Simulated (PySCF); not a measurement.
**A gas-phase reaction: GeH6OSi + F2 → FGeH5OSi + FH**

What reaction energy should one expect for `[SiH3][O][GeH3]` + `FF` → `F[SiH2][O][GeH3]` + `F`?

Computed with PySCF 2.14.0; each step states its level. No surroundings beyond the atoms listed, unless a continuum is named. Atoms count from 0, parts from 1.

## (1) Starting point

Each species was relaxed by itself at PBE0-D3(BJ)/def2-SVPD.

## (2) Reaction energy: wB97M-D3(BJ)/def2-TZVPD

Job settings and geometry (Å):

```
{"job": {"kind": "react", "xc": "wB97M-D3(BJ)", "basis": "def2-TZVPD"}, "charge": 0, "multiplicity": 1}
-1 GeH6OSi charge 0 multiplicity 1
Si     0.750890    -0.546150     1.311160
O      0.354610     0.602260     0.172340
Ge    -0.686930     0.561490    -1.278650
H     -0.482870    -1.124830     1.929410
H      1.574350     0.117710     2.360200
H      1.529930    -1.659950     0.687050
H     -0.501750     1.925210    -1.953030
H     -0.215900    -0.592230    -2.182210
H     -2.139220     0.340140    -0.821710

-1 F2 charge 0 multiplicity 1
F      0.688810    -0.010080     0.012880
F     -0.688810     0.010080    -0.012880

+1 FGeH5OSi charge 0 multiplicity 1
F     -1.816190    -0.937850    -1.214500
Si    -1.554200     0.029180     0.083190
O     -0.053100    -0.237810     0.687900
Ge     1.612610    -0.101370     0.031820
H     -2.552450    -0.337400     1.115780
H     -1.698330     1.419450    -0.426050
H      2.525190    -0.100620     1.262060
H      1.858670    -1.314040    -0.875200
H      1.699500     1.218570    -0.752490

+1 FH charge 0 multiplicity 1
F      0.459340    -0.003620     0.026040
H     -0.459340     0.003620    -0.026040
```

Method: wB97M-D3(BJ)/def2-TZVPD reaction energy of separated species, gas phase.

The run is started by

```sh
$ OMP_NUM_THREADS=1 python cluster_run.py task.json out
```

This one command runs all jobs of the session in turn.

Log:

```text
species 1 (GeH6OSi)
coarse grid: 33840 points
cycle   1  E = -2445.3510836344  dE = -6.638e-01  |g| = 9.541e-01  |ddm| = 2.298e+00
cycle   2  E = -2445.2685996321  dE =  8.248e-02  |g| = 1.215e+00  |ddm| = 1.173e+00
cycle   3  E = -2445.4819670302  dE = -2.134e-01  |g| = 9.258e-02  |ddm| = 6.357e-01
cycle   4  E = -2445.4831154402  dE = -1.148e-03  |g| = 4.487e-02  |ddm| = 8.381e-02
cycle   5  E = -2445.4833574528  dE = -2.420e-04  |g| = 4.885e-03  |ddm| = 3.374e-02
cycle   6  E = -2445.4833639441  dE = -6.491e-06  |g| = 9.855e-04  |ddm| = 8.478e-03
final grid: 68408 points
cycle   7  E = -2445.4832837918  dE = -3.886e-07  |g| = 5.563e-04  |ddm| = 2.914e-03
cycle   8  E = -2445.4832838295  dE = -3.770e-08  |g| = 4.249e-04  |ddm| = 8.097e-04
cycle   9  E = -2445.4832838450  dE = -1.546e-08  |g| = 8.057e-05  |ddm| = 2.915e-04
cycle  10  E = -2445.4832838465  dE = -1.557e-09  |g| = 2.855e-05  |ddm| = 8.816e-05
cycle  11  E = -2445.4832838469  dE = -3.283e-10  |g| = 1.571e-05  |ddm| = 5.054e-05
converged SCF energy = -2445.4832838469

species 2 (F2)
coarse grid: 10600 points
cycle   1  E = -199.6113011943  dE =  1.194e-02  |g| = 3.458e-01  |ddm| = 1.052e+00
cycle   2  E = -199.6264074866  dE = -1.511e-02  |g| = 1.647e-01  |ddm| = 1.842e-01
cycle   3  E = -199.6293655990  dE = -2.958e-03  |g| = 2.217e-02  |ddm| = 5.435e-02
cycle   4  E = -199.6294271793  dE = -6.158e-05  |g| = 8.600e-03  |ddm| = 1.161e-02
cycle   5  E = -199.6294380292  dE = -1.085e-05  |g| = 7.501e-04  |ddm| = 4.105e-03
cycle   6  E = -199.6294381675  dE = -1.383e-07  |g| = 3.049e-05  |ddm| = 6.348e-04
final grid: 23208 points
cycle   7  E = -199.6294279936  dE = -2.191e-09  |g| = 2.062e-05  |ddm| = 1.249e-04
cycle   8  E = -199.6294279936  dE = -7.219e-11  |g| = 1.073e-05  |ddm| = 1.689e-05
converged SCF energy = -199.6294279936

species 3 (FGeH5OSi)
coarse grid: 36672 points
cycle   1  E = -2544.7029413743  dE = -5.019e-01  |g| = 1.064e+00  |ddm| = 2.362e+00
cycle   2  E = -2544.6381177553  dE =  6.482e-02  |g| = 1.299e+00  |ddm| = 1.253e+00
cycle   3  E = -2544.8689896330  dE = -2.309e-01  |g| = 8.480e-02  |ddm| = 6.594e-01
cycle   4  E = -2544.8698844296  dE = -8.948e-04  |g| = 5.068e-02  |ddm| = 8.324e-02
cycle   5  E = -2544.8702429407  dE = -3.585e-04  |g| = 7.360e-03  |ddm| = 3.378e-02
cycle   6  E = -2544.8702527391  dE = -9.798e-06  |g| = 3.613e-03  |ddm| = 9.040e-03
cycle   7  E = -2544.8702545479  dE = -1.809e-06  |g| = 6.778e-04  |ddm| = 2.550e-03
final grid: 74640 points
cycle   8  E = -2544.8701349541  dE = -1.877e-07  |g| = 6.556e-04  |ddm| = 2.742e-03
cycle   9  E = -2544.8701349510  dE =  3.039e-09  |g| = 7.069e-04  |ddm| = 7.656e-04
cycle  10  E = -2544.8701350021  dE = -5.108e-08  |g| = 5.439e-05  |ddm| = 3.642e-04
cycle  11  E = -2544.8701350028  dE = -6.535e-10  |g| = 2.844e-05  |ddm| = 5.896e-05
converged SCF energy = -2544.8701350028

species 4 (FH)
coarse grid: 7776 points
cycle   1  E = -100.4688177755  dE = -9.408e-02  |g| = 4.644e-01  |ddm| = 6.197e-01
cycle   2  E = -100.4724990385  dE = -3.681e-03  |g| = 5.038e-01  |ddm| = 3.808e-01
cycle   3  E = -100.5053122325  dE = -3.281e-02  |g| = 2.574e-02  |ddm| = 1.678e-01
cycle   4  E = -100.5053882100  dE = -7.598e-05  |g| = 5.006e-03  |ddm| = 1.077e-02
cycle   5  E = -100.5053928510  dE = -4.641e-06  |g| = 4.334e-04  |ddm| = 3.766e-03
final grid: 16976 points
cycle   6  E = -100.5053935408  dE = -6.404e-08  |g| = 1.060e-04  |ddm| = 8.218e-04
cycle   7  E = -100.5053935442  dE = -3.447e-09  |g| = 8.077e-05  |ddm| = 2.178e-04
cycle   8  E = -100.5053935451  dE = -8.537e-10  |g| = 2.061e-05  |ddm| = 3.737e-05
converged SCF energy = -100.5053935451

Reaction energy = -164.959 kcal/mol
```

Run time: 42 s. Hardware: 1 thread of Intel Xeon Platinum 8175M at 2.50GHz, shared host; peak memory 0.78 GiB.

Species by species (with the dispersion term, which the log's SCF energies lack):

```tsv
ν	species	energy (Eh)	HOMO (eV)
-1	[SiH3][O][GeH3]	-2445.49061	-10.83
-1	FF	-199.62975	-14.36
+1	F[SiH2][O][GeH3]	-2544.87761	-11.23
+1	F	-100.50563	-14.54
```

## (3) Energies of the species: PBE0-D3(BJ)/def2-TZVPD

Settings changed since step 2:

```diff
@@ -1,2 +1,2 @@
-{"job": {"kind": "react", "xc": "wB97M-D3(BJ)", "basis": "def2-TZVPD"}, "charge": 0, "multiplicity": 1}
+{"job": {"kind": "react", "xc": "PBE0", "basis": "def2-TZVPD", "disp": "d3bj"}, "charge": 0, "multiplicity": 1}
 -1 GeH6OSi charge 0 multiplicity 1
```

Method: PBE0-D3(BJ)/def2-TZVPD reaction energy of separated species, gas phase.

Log:

```text
species 1 (GeH6OSi)
coarse grid: 33840 points
cycle   1  E = -2444.8015287203  dE = -5.825e-01  |g| = 1.013e+00  |ddm| = 2.300e+00
cycle   2  E = -2444.3826356061  dE =  4.189e-01  |g| = 1.794e+00  |ddm| = 1.415e+00
cycle   3  E = -2444.9308738116  dE = -5.482e-01  |g| = 2.514e-01  |ddm| = 9.878e-01
cycle   4  E = -2444.9405240445  dE = -9.650e-03  |g| = 5.578e-02  |ddm| = 1.769e-01
cycle   5  E = -2444.9407786565  dE = -2.546e-04  |g| = 8.168e-03  |ddm| = 3.782e-02
cycle   6  E = -2444.9407937076  dE = -1.505e-05  |g| = 1.530e-03  |ddm| = 8.671e-03
cycle   7  E = -2444.9407941738  dE = -4.662e-07  |g| = 2.851e-04  |ddm| = 1.868e-03
final grid: 68408 points
cycle   8  E = -2444.9407806966  dE = -5.892e-08  |g| = 2.848e-04  |ddm| = 3.128e-03
cycle   9  E = -2444.9407806820  dE =  1.459e-08  |g| = 4.211e-04  |ddm| = 4.848e-04
cycle  10  E = -2444.9407807128  dE = -3.080e-08  |g| = 7.065e-05  |ddm| = 2.557e-04
cycle  11  E = -2444.9407807137  dE = -9.204e-10  |g| = 1.321e-05  |ddm| = 5.110e-05
converged SCF energy = -2444.9407807137

species 2 (F2)
coarse grid: 2176 points
cycle   1  E = -199.3949421204  dE =  9.181e-02  |g| = 2.764e-01  |ddm| = 1.051e+00
cycle   2  E = -199.4014716498  dE = -6.530e-03  |g| = 1.374e-01  |ddm| = 1.363e-01
cycle   3  E = -199.4037869066  dE = -2.315e-03  |g| = 2.290e-02  |ddm| = 5.059e-02
cycle   4  E = -199.4038499201  dE = -6.301e-05  |g| = 8.080e-03  |ddm| = 1.132e-02
cycle   5  E = -199.4038581257  dE = -8.206e-06  |g| = 1.816e-04  |ddm| = 3.279e-03
final grid: 23208 points
cycle   6  E = -199.4096321634  dE = -7.823e-06  |g| = 1.272e-03  |ddm| = 8.096e-03
cycle   7  E = -199.4096322172  dE = -5.384e-08  |g| = 1.038e-03  |ddm| = 8.896e-04
cycle   8  E = -199.4096323548  dE = -1.375e-07  |g| = 7.492e-05  |ddm| = 4.288e-04
cycle   9  E = -199.4096323555  dE = -7.203e-10  |g| = 1.981e-05  |ddm| = 3.188e-05
converged SCF energy = -199.4096323555

species 3 (FGeH5OSi)
coarse grid: 36672 points
cycle   1  E = -2544.0438670529  dE = -4.136e-01  |g| = 1.120e+00  |ddm| = 2.407e+00
cycle   2  E = -2543.6554440505  dE =  3.884e-01  |g| = 1.860e+00  |ddm| = 1.515e+00
cycle   3  E = -2544.2066763837  dE = -5.512e-01  |g| = 2.360e-01  |ddm| = 1.010e+00
cycle   4  E = -2544.2150977965  dE = -8.421e-03  |g| = 6.438e-02  |ddm| = 1.632e-01
cycle   5  E = -2544.2155431735  dE = -4.454e-04  |g| = 2.723e-02  |ddm| = 3.951e-02
cycle   6  E = -2544.2156369718  dE = -9.380e-05  |g| = 4.629e-03  |ddm| = 1.440e-02
cycle   7  E = -2544.2156406101  dE = -3.638e-06  |g| = 6.820e-04  |ddm| = 3.485e-03
final grid: 74640 points
cycle   8  E = -2544.2155956193  dE = -1.264e-07  |g| = 6.741e-04  |ddm| = 2.852e-03
cycle   9  E = -2544.2155955557  dE =  6.358e-08  |g| = 9.096e-04  |ddm| = 1.031e-03
cycle  10  E = -2544.2155956864  dE = -1.307e-07  |g| = 1.701e-04  |ddm| = 5.533e-04
cycle  11  E = -2544.2155956918  dE = -5.350e-09  |g| = 2.415e-05  |ddm| = 1.119e-04
cycle  12  E = -2544.2155956918  dE = -6.276e-11  |g| = 4.320e-06  |ddm| = 1.454e-05
converged SCF energy = -2544.2155956918

species 4 (FH)
coarse grid: 1712 points
cycle   1  E = -100.3541136026  dE = -3.604e-02  |g| = 4.957e-01  |ddm| = 6.253e-01
cycle   2  E = -100.3145962692  dE =  3.952e-02  |g| = 7.430e-01  |ddm| = 5.125e-01
cycle   3  E = -100.3938366251  dE = -7.924e-02  |g| = 2.284e-02  |ddm| = 2.892e-01
cycle   4  E = -100.3939121844  dE = -7.556e-05  |g| = 4.205e-03  |ddm| = 9.787e-03
cycle   5  E = -100.3939141682  dE = -1.984e-06  |g| = 3.556e-04  |ddm| = 1.247e-03
final grid: 16976 points
cycle   6  E = -100.3948396777  dE = -1.856e-05  |g| = 3.994e-03  |ddm| = 7.516e-03
cycle   7  E = -100.3948377560  dE =  1.922e-06  |g| = 5.493e-03  |ddm| = 3.350e-03
cycle   8  E = -100.3948418377  dE = -4.082e-06  |g| = 9.925e-05  |ddm| = 2.011e-03
cycle   9  E = -100.3948418390  dE = -1.277e-09  |g| = 1.777e-05  |ddm| = 3.923e-05
cycle  10  E = -100.3948418391  dE = -4.798e-11  |g| = 3.057e-06  |ddm| = 1.025e-05
converged SCF energy = -100.3948418391

Reaction energy = -163.242 kcal/mol
```

It took 26 s on 1 thread of Intel Xeon Platinum 8175M at 2.50GHz, shared host; peak memory 0.69 GiB.

Reaction energy at this level: -163.2 kcal/mol.

## (4) Comparing the runs

Energies in kcal/mol, with wall time:

```tsv
run	reaction	time
wB97M-D3(BJ)/def2-TZVPD	-165.0	42 s
PBE0-D3(BJ)/def2-TZVPD	-163.2	26 s
```

## (5) Results

| quantity | value |
| --- | --- |
| reaction energy (wB97M-D3(BJ)/def2-TZVPD) | -165.0 kcal/mol |
| ΔH, ΔG at 298 K (xTB thermal terms) | -163.0, -162.3 kcal/mol |
| range of the reaction energy over the runs of this table | -165.0 to -163.2 kcal/mol |

In words: The reaction is exothermic by 163.0 kcal/mol in the gas phase; dispersion gives -0.04, and xTB itself gave -124.2 for the electronic energy (xTB energies and thermal terms come from the earlier relaxation of each species, not shown). No barrier was sought. xTB and this level differ widely in the electronic energy, so what comes from xTB (the thermal terms above all) is less safe here. The reaction energy runs from -165.0 (wB97M-D3(BJ)/def2-TZVPD) to -163.2 kcal/mol (PBE0-D3(BJ)/def2-TZVPD).
